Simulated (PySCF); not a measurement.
**[La(PH3)2]3+: other functionals and bases at one geometry**

Aim: see how levels, charges and forces of [La(PH3)2]3+ depend on the level of theory. The species was built from a template and needn't be a known compound.

The runs use PySCF 2.14.0; several levels, as the steps say, no spin–orbit coupling.

4 further runs of the same task are left out: 2 for a known fault of the program, 1 that didn't finish, 1 set aside as unsound or not needed. Runs told in other sessions of the task aren't counted.

### 1 The system as given

9 atoms, charge 3, spin multiplicity 1.

Bond lengths: La1–P2 3.115 Å, La1–P6 3.115 Å, P2–H3 1.421 Å, P2–H4 1.421 Å, P2–H5 1.421 Å, P6–H7 1.421 Å, P6–H8 1.421 Å, P6–H9 1.421 Å. Angles: P2–La1–P6 117.3°, La1–P2–H3 113.7°, La1–P2–H4 113.2°, La1–P2–H5 115.1°, H3–P2–H4 104.5°, H3–P2–H5 104.6°, H4–P2–H5 104.6°, La1–P6–H7 113.7°, La1–P6–H8 115.1°, La1–P6–H9 113.2°, H7–P6–H8 104.6°, H7–P6–H9 104.5°, H8–P6–H9 104.6°.

Geometry (Å):

```xyz
9
H6LaP2
La    0.11630    1.42161    0.00000
P    -0.00815   -0.19416    2.65986
H     1.26918   -0.49303    3.20678
H    -0.68931    0.49390    3.70025
H    -0.66445   -1.45126    2.57206
P    -0.00815   -0.19416   -2.65986
H     1.26918   -0.49303   -3.20678
H    -0.66445   -1.45126   -2.57206
H    -0.68931    0.49390   -3.70025
```

Formal oxidation states: La +3. The 4f shell is empty and lies in the core potential. An earlier session relaxed this geometry at TPSS, La lcecp-1-SVP with ECP46, P def2-SVP, H def2-SVP (singlet, point group Cs).

At TPSS on the finer grid: E = -716.579743 Eh, HOMO -20.85 eV, LUMO -17.71 eV, Mulliken charge on La1 +1.98 e, largest force component 0.010 eV/Å. The large-core potential holds the 4f shell empty.

Levels to run: PBE0; revPBE; BLYP; BP86; TPSS, TZVP; TPSS, x2c-SVP. Hardware: 2 threads of Arm Neoverse V1, shared host.

### 2 PBE0

Contents of run.py (the lines that set the calculation):

```python
mol = gto.M(atom='''
La     0.11630     1.42161     0.00000
P     -0.00815    -0.19416     2.65986
H      1.26918    -0.49303     3.20678
H     -0.68931     0.49390     3.70025
H     -0.66445    -1.45126     2.57206
P     -0.00815    -0.19416    -2.65986
H      1.26918    -0.49303    -3.20678
H     -0.66445    -1.45126    -2.57206
H     -0.68931     0.49390    -3.70025''',
    basis={'La': 'lcecp-1-SVP', 'P': 'def2-SVP', 'H': 'def2-SVP'},
    ecp={'La': 'lcecp-1-SVP'},
    charge=3, spin=0)
mf = dft.RKS(mol, xc='PBE0')
mf.grids.atom_grid = (75, 302)  # f atoms: unpruned, at least (60, 302)
mf = mf.density_fit()  # fitting sets: La AutoAux, P def2-universal-JKFIT, H def2-universal-JKFIT
mf.conv_tol = 1e-08; mf.max_cycle = 55
mf.kernel(dm0)  # dm0: the density of the relaxed state
```

On the command line:

```console
OMP_NUM_THREADS=2 python run.py
```

What it wrote:

```text
init E= -716.233621383876
  HOMO = -0.800521235869913  LUMO = -0.622797546472602  gap/eV = 4.83611
cycle= 1 E= -716.234964967134  delta_E= -0.00134  |g|= 0.0211  |ddm|= 0.124
  HOMO = -0.798793992753718  LUMO = -0.627126414081593  gap/eV = 4.67131
cycle= 2 E= -716.234967161548  delta_E= -2.19e-06  |g|= 0.0195  |ddm|= 0.0711
  HOMO = -0.800614910011647  LUMO = -0.625183654994557  gap/eV = 4.77373
cycle= 3 E= -716.235112826971  delta_E= -0.000146  |g|= 0.00153  |ddm|= 0.0373
  HOMO = -0.800649481345705  LUMO = -0.625677253164074  gap/eV = 4.76124
cycle= 4 E= -716.235114078764  delta_E= -1.25e-06  |g|= 0.000335  |ddm|= 0.00469
  HOMO = -0.800587030962695  LUMO = -0.625584239286272  gap/eV = 4.76207
cycle= 5 E= -716.235114138562  delta_E= -5.98e-08  |g|= 6.22e-05  |ddm|= 0.000666
  HOMO = -0.800594430489518  LUMO = -0.625592055149904  gap/eV = 4.76206
cycle= 6 E= -716.235114140653  delta_E= -2.09e-09  |g|= 1.28e-05  |ddm|= 0.000201
  HOMO = -0.800594907833139  LUMO = -0.625595074857478  gap/eV = 4.76199
Extra cycle  E= -716.235114140721  delta_E= -6.84e-11  |g|= 7.37e-06  |ddm|= 5.09e-05
converged SCF energy = -716.235114140721
```

It took 6.4 s on 2 threads of Arm Neoverse V1, shared host.

Read off: E = -716.235114 Eh, HOMO -21.79 eV, LUMO -17.02 eV, Mulliken charge on La1 +1.99 e, largest force component 0.144 eV/Å. The large-core potential holds the 4f shell empty.

### 3 revPBE

Changes to run.py (the lines that set the calculation) since step 2:

```diff
@@ -13,3 +13,3 @@
     charge=3, spin=0)
-mf = dft.RKS(mol, xc='PBE0')
+mf = dft.RKS(mol, xc='PBE_R,PBE')
 mf.grids.atom_grid = (75, 302)  # f atoms: unpruned, at least (60, 302)
```

On the command line:

```console
OMP_NUM_THREADS=2 python run.py
```

What it wrote:

```text
init E= -716.417744957479
  HOMO = -0.761630514411375  LUMO = -0.659081655630667  gap/eV = 2.79050
cycle= 1 E= -716.418388190029  delta_E= -0.000643  |g|= 0.0264  |ddm|= 0.155
  HOMO = -0.759468647012341  LUMO = -0.646182212399767  gap/eV = 3.08268
cycle= 2 E= -716.417782259408  delta_E= 0.000606  |g|= 0.0403  |ddm|= 0.163
  HOMO = -0.760399504685389  LUMO = -0.653989200295765  gap/eV = 2.89557
cycle= 3 E= -716.418837864128  delta_E= -0.00106  |g|= 0.00672  |ddm|= 0.104
  HOMO = -0.761035338432649  LUMO = -0.65413798523444  gap/eV = 2.90883
cycle= 4 E= -716.418853320367  delta_E= -1.55e-05  |g|= 0.00093  |ddm|= 0.0108
  HOMO = -0.760915697410843  LUMO = -0.654154962055436  gap/eV = 2.90511
cycle= 5 E= -716.418853652859  delta_E= -3.32e-07  |g|= 0.000175  |ddm|= 0.00175
  HOMO = -0.760915120149018  LUMO = -0.654136696647902  gap/eV = 2.90559
cycle= 6 E= -716.418853666151  delta_E= -1.33e-08  |g|= 2.69e-05  |ddm|= 0.000323
  HOMO = -0.760914651469079  LUMO = -0.654133791060744  gap/eV = 2.90566
cycle= 7 E= -716.418853666444  delta_E= -2.93e-10  |g|= 6.53e-06  |ddm|= 4.88e-05
  HOMO = -0.760914932371403  LUMO = -0.654133323501581  gap/eV = 2.90568
Extra cycle  E= -716.418853666436  delta_E= 8.19e-12  |g|= 7.6e-06  |ddm|= 2.08e-05
converged SCF energy = -716.418853666436
```

It took 6.7 s on 2 threads of Arm Neoverse V1, shared host.

It gives: E = -716.418854 Eh, HOMO -20.71 eV, LUMO -17.80 eV, Mulliken charge on La1 +1.92 e, largest force component 0.274 eV/Å. The large-core potential holds the 4f shell empty.

### 4 BLYP

Changes to run.py (the lines that set the calculation) since step 3:

```diff
@@ -13,3 +13,3 @@
     charge=3, spin=0)
-mf = dft.RKS(mol, xc='PBE_R,PBE')
+mf = dft.RKS(mol, xc='BLYP')
 mf.grids.atom_grid = (75, 302)  # f atoms: unpruned, at least (60, 302)
```

On the command line:

```console
OMP_NUM_THREADS=2 python run.py
```

What it wrote:

```text
init E= -716.452575940128
  HOMO = -0.75399905072242  LUMO = -0.657349992088249  gap/eV = 2.62995
cycle= 1 E= -716.454133492891  delta_E= -0.00156  |g|= 0.0176  |ddm|= 0.277
  HOMO = -0.754181234297759  LUMO = -0.649557503777256  gap/eV = 2.84696
cycle= 2 E= -716.453774648696  delta_E= 0.000359  |g|= 0.0296  |ddm|= 0.113
  HOMO = -0.754394254593912  LUMO = -0.654609613559278  gap/eV = 2.71528
cycle= 3 E= -716.454337440504  delta_E= -0.000563  |g|= 0.00401  |ddm|= 0.0738
  HOMO = -0.754802125060873  LUMO = -0.654831132750417  gap/eV = 2.72035
cycle= 4 E= -716.454343020363  delta_E= -5.58e-06  |g|= 0.00062  |ddm|= 0.00631
  HOMO = -0.754699436559304  LUMO = -0.65479773963462  gap/eV = 2.71846
cycle= 5 E= -716.454343140736  delta_E= -1.2e-07  |g|= 0.000166  |ddm|= 0.00104
  HOMO = -0.754707404157211  LUMO = -0.65479155956335  gap/eV = 2.71885
cycle= 6 E= -716.454343151367  delta_E= -1.06e-08  |g|= 1.72e-05  |ddm|= 0.000268
  HOMO = -0.754707091157162  LUMO = -0.654789423532412  gap/eV = 2.71890
cycle= 7 E= -716.454343151493  delta_E= -1.26e-10  |g|= 5.04e-06  |ddm|= 3.5e-05
  HOMO = -0.754707057006534  LUMO = -0.654790099134035  gap/eV = 2.71888
Extra cycle  E= -716.454343151487  delta_E= 6.03e-12  |g|= 5.69e-06  |ddm|= 1.68e-05
converged SCF energy = -716.454343151487
```

Wall time 6.9 s (2 threads of Arm Neoverse V1, shared host).

Read off: E = -716.454343 Eh, HOMO -20.54 eV, LUMO -17.82 eV, Mulliken charge on La1 +1.87 e, largest force component 0.209 eV/Å. The large-core potential holds the 4f shell empty.

### 5 BP86

Changes to run.py (the lines that set the calculation) since step 4:

```diff
@@ -13,3 +13,3 @@
     charge=3, spin=0)
-mf = dft.RKS(mol, xc='BLYP')
+mf = dft.RKS(mol, xc='B88,P86')
 mf.grids.atom_grid = (75, 302)  # f atoms: unpruned, at least (60, 302)
```

On the command line:

```console
OMP_NUM_THREADS=2 python run.py
```

What it wrote:

```text
init E= -716.630973937627
  HOMO = -0.766171241781705  LUMO = -0.661261414615812  gap/eV = 2.85474
cycle= 1 E= -716.632053226662  delta_E= -0.00108  |g|= 0.0294  |ddm|= 0.187
  HOMO = -0.762384789198085  LUMO = -0.64917399451794  gap/eV = 3.08062
cycle= 2 E= -716.631634403657  delta_E= 0.000419  |g|= 0.0383  |ddm|= 0.15
  HOMO = -0.764566575143544  LUMO = -0.657354653835173  gap/eV = 2.91738
cycle= 3 E= -716.632539646811  delta_E= -0.000905  |g|= 0.009  |ddm|=  0.1
  HOMO = -0.765130450973981  LUMO = -0.65684751319408  gap/eV = 2.94653
cycle= 4 E= -716.632572508152  delta_E= -3.29e-05  |g|= 0.00132  |ddm|= 0.0177
  HOMO = -0.764981738453025  LUMO = -0.656910898797499  gap/eV = 2.94076
cycle= 5 E= -716.632573265271  delta_E= -7.57e-07  |g|= 0.000258  |ddm|= 0.003
  HOMO = -0.764983694246181  LUMO = -0.656881156050674  gap/eV = 2.94162
cycle= 6 E= -716.632573298453  delta_E= -3.32e-08  |g|= 3.1e-05  |ddm|= 0.000505
  HOMO = -0.764983205097555  LUMO = -0.656878819473478  gap/eV = 2.94167
cycle= 7 E= -716.632573298845  delta_E= -3.92e-10  |g|= 7.88e-06  |ddm|= 5.75e-05
  HOMO = -0.764983626970367  LUMO = -0.656878731981038  gap/eV = 2.94168
Extra cycle  E= -716.632573298832  delta_E= 1.22e-11  |g|= 8.8e-06  |ddm|= 2.35e-05
converged SCF energy = -716.632573298832
```

Wall time 6.9 s (2 threads of Arm Neoverse V1, shared host).

Result: E = -716.632573 Eh, HOMO -20.82 eV, LUMO -17.87 eV, Mulliken charge on La1 +1.91 e, largest force component 0.322 eV/Å. The large-core potential holds the 4f shell empty.

### 6 TPSS, TZVP

Basis: La lcecp-1-TZVP with ECP46, P def2-TZVP, H def2-TZVP. 

Changes to run.py (the lines that set the calculation) since step 5:

```diff
@@ -10,6 +10,6 @@
 H     -0.68931     0.49390    -3.70025''',
-    basis={'La': 'lcecp-1-SVP', 'P': 'def2-SVP', 'H': 'def2-SVP'},
-    ecp={'La': 'lcecp-1-SVP'},
+    basis={'La': 'lcecp-1-TZVP', 'P': 'def2-TZVP', 'H': 'def2-TZVP'},
+    ecp={'La': 'lcecp-1-TZVP'},
     charge=3, spin=0)
-mf = dft.RKS(mol, xc='B88,P86')
+mf = dft.RKS(mol, xc='TPSS')
 mf.grids.atom_grid = (75, 302)  # f atoms: unpruned, at least (60, 302)
@@ -17,2 +17,2 @@
 mf.conv_tol = 1e-08; mf.max_cycle = 55
-mf.kernel(dm0)  # dm0: the density of the relaxed state
+mf.kernel(dm0)  # dm0: free metal ions and neutral atoms
```

On the command line:

```console
OMP_NUM_THREADS=2 python run.py
```

What it wrote:

```text
init E= -694.102289905651
  HOMO = -1.04662020927169  LUMO = -0.705784524348316  gap/eV = 9.27461
cycle= 1 E= -715.304317657775  delta_E= -21.2  |g|= 3.41  |ddm|= 2.96
  HOMO = -0.651294338136535  LUMO = -0.6496839617707  gap/eV = 0.04382
cycle= 2 E= -703.426865744198  delta_E= 11.9  |g|= 4.65  |ddm|= 5.06
  HOMO = -0.675964891171401  LUMO = -0.577644800740606  gap/eV = 2.67543
cycle= 3 E= -715.622072260521  delta_E= -12.2  |g|=  1.7  |ddm|= 5.08
  HOMO = -0.770118975013429  LUMO = -0.598744847102946  gap/eV = 4.66333
cycle= 4 E= -716.778777597742  delta_E= -1.16  |g|= 0.286  |ddm|= 2.92
  HOMO = -0.752649015970703  LUMO = -0.672924234368771  gap/eV = 2.16942
cycle= 5 E= -716.789697073901  delta_E= -0.0109  |g|= 0.26  |ddm|=  0.9
  HOMO = -0.759995913681925  LUMO = -0.651207639654308  gap/eV = 2.96028
cycle= 6 E= -716.81952558847  delta_E= -0.0298  |g|= 0.0292  |ddm|= 0.356
  HOMO = -0.761168905423661  LUMO = -0.64738296214767  gap/eV = 3.09627
cycle= 7 E= -716.819836208348  delta_E= -0.000311  |g|= 0.0153  |ddm|= 0.0502
  HOMO = -0.76017190397552  LUMO = -0.646544930084054  gap/eV = 3.09195
cycle= 8 E= -716.819919895372  delta_E= -8.37e-05  |g|= 0.00343  |ddm|= 0.0153
  HOMO = -0.76057908934291  LUMO = -0.64710212200584  gap/eV = 3.08787
cycle= 9 E= -716.819924763427  delta_E= -4.87e-06  |g|= 0.000495  |ddm|= 0.00385
  HOMO = -0.760557216913987  LUMO = -0.64705264143474  gap/eV = 3.08862
cycle= 10 E= -716.819924858445  delta_E= -9.5e-08  |g|= 0.000156  |ddm|= 0.0008
  HOMO = -0.76055421156814  LUMO = -0.647062003093371  gap/eV = 3.08828
cycle= 11 E= -716.819924868002  delta_E= -9.56e-09  |g|= 2.44e-05  |ddm|= 0.000199
  HOMO = -0.760556615848953  LUMO = -0.647073309412418  gap/eV = 3.08804
Extra cycle  E= -716.819924867564  delta_E= 4.38e-10  |g|= 3.72e-05  |ddm|= 0.000107
converged SCF energy = -716.819924867564
```

It took 25 s on 2 threads of Arm Neoverse V1, shared host.

It gives: E = -716.819925 Eh, HOMO -20.70 eV, LUMO -17.61 eV, Mulliken charge on La1 +2.04 e, largest force component 0.182 eV/Å. The large-core potential holds the 4f shell empty.

### 7 TPSS, x2c-SVP

Basis: La x2c-SVPall, P x2c-SVPall, H x2c-SVPall. All electrons are treated, with the spin-free X2C Hamiltonian.

Contents of run.py (the lines that set the calculation):

```python
mol = gto.M(atom='''
La     0.11630     1.42161     0.00000
P     -0.00815    -0.19416     2.65986
H      1.26918    -0.49303     3.20678
H     -0.68931     0.49390     3.70025
H     -0.66445    -1.45126     2.57206
P     -0.00815    -0.19416    -2.65986
H      1.26918    -0.49303    -3.20678
H     -0.66445    -1.45126    -2.57206
H     -0.68931     0.49390    -3.70025''',
    basis={'La': 'x2c-SVPall', 'P': 'x2c-SVPall', 'H': 'x2c-SVPall'},
    nucmod='G',
    charge=3, spin=0)
mf = dft.RKS(mol, xc='TPSS')
mf.grids.atom_grid = (99, 590)  # f atoms: unpruned, at least (60, 302)
mf = mf.density_fit()  # fitting sets: La AutoAux, P AutoAux, H AutoAux
mf = mf.sfx2c1e()
mf.conv_tol = 1e-08; mf.max_cycle = 55
mf.kernel(dm0)  # dm0: free metal ions and neutral atoms
```

On the command line:

```console
OMP_NUM_THREADS=2 python run.py
```

What it wrote:

```text
init E= -9156.07613949413
  HOMO = -1.03335786224962  LUMO = -0.683013455453153  gap/eV = 9.53336
cycle= 1 E= -9177.37630238845  delta_E= -21.3  |g|= 1.95  |ddm|= 4.02
cycle= 2 E= -9142.2117220093  delta_E= 35.2  |g|= 9.37  |ddm|= 7.86
  HOMO = -0.588306994132815  LUMO = -0.548024071770831  gap/eV = 1.09615
cycle= 3 E= -9177.82433957136  delta_E= -35.6  |g|= 1.47  |ddm|= 6.55
  HOMO = -0.784077190035707  LUMO = -0.666525825169526  gap/eV = 3.19874
cycle= 4 E= -9178.53797540687  delta_E= -0.714  |g|= 0.13  |ddm|= 2.13
  HOMO = -0.765392425878776  LUMO = -0.656286999670873  gap/eV = 2.96891
cycle= 5 E= -9178.54218469032  delta_E= -0.00421  |g|= 0.0821  |ddm|= 0.214
  HOMO = -0.769164388412843  LUMO = -0.664583755708558  gap/eV = 2.84578
cycle= 6 E= -9178.54356245429  delta_E= -0.00138  |g|= 0.0277  |ddm|= 0.102
  HOMO = -0.76917573559652  LUMO = -0.659526898289979  gap/eV = 2.98370
cycle= 7 E= -9178.54393362216  delta_E= -0.000371  |g|= 0.0061  |ddm|= 0.0611
  HOMO = -0.769389872806002  LUMO = -0.66097037990839  gap/eV = 2.95024
cycle= 8 E= -9178.54395130604  delta_E= -1.77e-05  |g|= 0.00196  |ddm|= 0.0151
  HOMO = -0.769326525327209  LUMO = -0.660689418918306  gap/eV = 2.95617
cycle= 9 E= -9178.54395343183  delta_E= -2.13e-06  |g|= 0.000258  |ddm|= 0.00341
  HOMO = -0.769329444408152  LUMO = -0.660677339299649  gap/eV = 2.95657
cycle= 10 E= -9178.54395344861  delta_E= -1.68e-08  |g|= 4.22e-05  |ddm|= 0.000336
  HOMO = -0.769331327584257  LUMO = -0.660683027217131  gap/eV = 2.95647
cycle= 11 E= -9178.54395344945  delta_E= -8.4e-10  |g|= 1.07e-05  |ddm|= 7.28e-05
  HOMO = -0.769330626038825  LUMO = -0.660683696292937  gap/eV = 2.95643
Extra cycle  E= -9178.54395344945  delta_E=    0  |g|= 1.23e-05  |ddm|= 3.23e-05
converged SCF energy = -9178.54395344945
```

Wall time 57 s (2 threads of Arm Neoverse V1, shared host).

Read off: E = -9178.543953 Eh, HOMO -20.93 eV, LUMO -17.98 eV, Mulliken charge on La1 +1.86 e, largest force component 0.118 eV/Å. 

### 8 All levels side by side

| level | state | HOMO (eV) | gap (eV) | charge on La1 (e) | dipole (D) | largest force component (eV/Å) | basis functions | time |
| --- | --- | --- | --- | --- | --- | --- | --- | --- |
| TPSS (relaxed here) | singlet | -20.85 | 3.14 | 1.98 | 1.06 | 0.01 | 99 | 44 s |
| PBE0 | singlet | -21.79 | 4.76 | 1.99 | 0.94 | 0.14 | 99 | 6.4 s |
| revPBE | singlet | -20.71 | 2.91 | 1.92 | 1.32 | 0.27 | 99 | 6.7 s |
| BLYP | singlet | -20.54 | 2.72 | 1.87 | 1.29 | 0.21 | 99 | 6.9 s |
| BP86 | singlet | -20.82 | 2.94 | 1.91 | 1.34 | 0.32 | 99 | 6.9 s |
| TPSS, TZVP | singlet | -20.70 | 3.09 | 2.04 | 1.13 | 0.18 | 157 | 25 s |
| TPSS, x2c-SVP | singlet | -20.93 | 2.96 | 1.86 | 1.28 | 0.12 | 132 | 57 s |

Times are on 2 threads of Arm Neoverse V1, shared host; the first row also made further properties. The dipole of a charged species depends on the origin, so these sizes hold for this origin alone.

In one basis the HOMO–LUMO gap runs from 2.72 eV (BLYP) to 4.76 eV (PBE0). The largest leftover force, 0.32 eV/Å with BP86, stands at a geometry relaxed at another level. The Mulliken charge on La spans +1.86 to +2.04 e over the levels. With 4f in the core, its levels are missing from HOMO and gap, and its count is fixed, so no charge can pass from the ligands into it. Total energies of different levels can't be compared. Spin–orbit coupling is left out throughout.
